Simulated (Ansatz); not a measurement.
Input of an Ansatz 0.2.0 run:

File input.yaml:

```yaml
crystal:
  lattice:
    - [1.395212, -1.987154, 0.0]
    - [1.395212, 1.987154, 0.0]
    - [0.0, 0.0, 7.934886]
  atoms:
    - { symbol: Cu, position: [0.0, 0.0, 0.0], spin: 0.6 }
    - { symbol: Ni, position: [0.5, 0.5, 0.254686], spin: 1.0 }
    - { symbol: Ni, position: [0.0, 0.0, 0.5], spin: 1.0 }
    - { symbol: Ni, position: [0.5, 0.5, 0.745314], spin: 1.0 }
kpoints:
  mp_grid: { grid: [12, 12, 4] }
  band_path:
    path:
      - [0.0, 0.0, 0.0]
      - [0.3732416102, 0.3732416102, 0.0]
      - [0.0, 0.5, 0.0]
      - [0.0, 0.5, 0.5]
      - [0.3732416102, 0.3732416102, 0.5]
      - [0.0, 0.0, 0.5]
      - [0.0, 0.0, 0.0]
      - [-0.5, 0.5, 0.0]
    npoints: 12
scf:
  occupations: { method: fermi_dirac, width: 0.05 }
hamiltonian:
  xc: lda
  pseudopotentials: { kind: all_electron, lapw: { basis_error: 0.002 } }
magnetization:
  spin_polarized: true
output:
  forces: true
  stress: true
  eigenvalues: true
```

Potentials or basis: all-electron LAPW, scalar-relativistic.

Launch:

```console
$ ansatz run input.yaml --threads 4 --pin off --max-ram 12288MiB --backend cpu --events-out ev --progress --plain --runs-dir out
```

Question: Estimate the pressure.

Answer: -13.5 GPa.

Question: What does it give for the band gap along the path?

Answer: None (metal or under the smearing width).

Question: Estimate the net moment.

Answer: 1.19 μB per cell.

Forces on the atoms (eV/Å):
```
Cu   0.000  0.000  0.000
Ni   0.000  0.000  0.038
Ni   0.000  0.000  0.000
Ni   0.000  0.000 -0.038
```
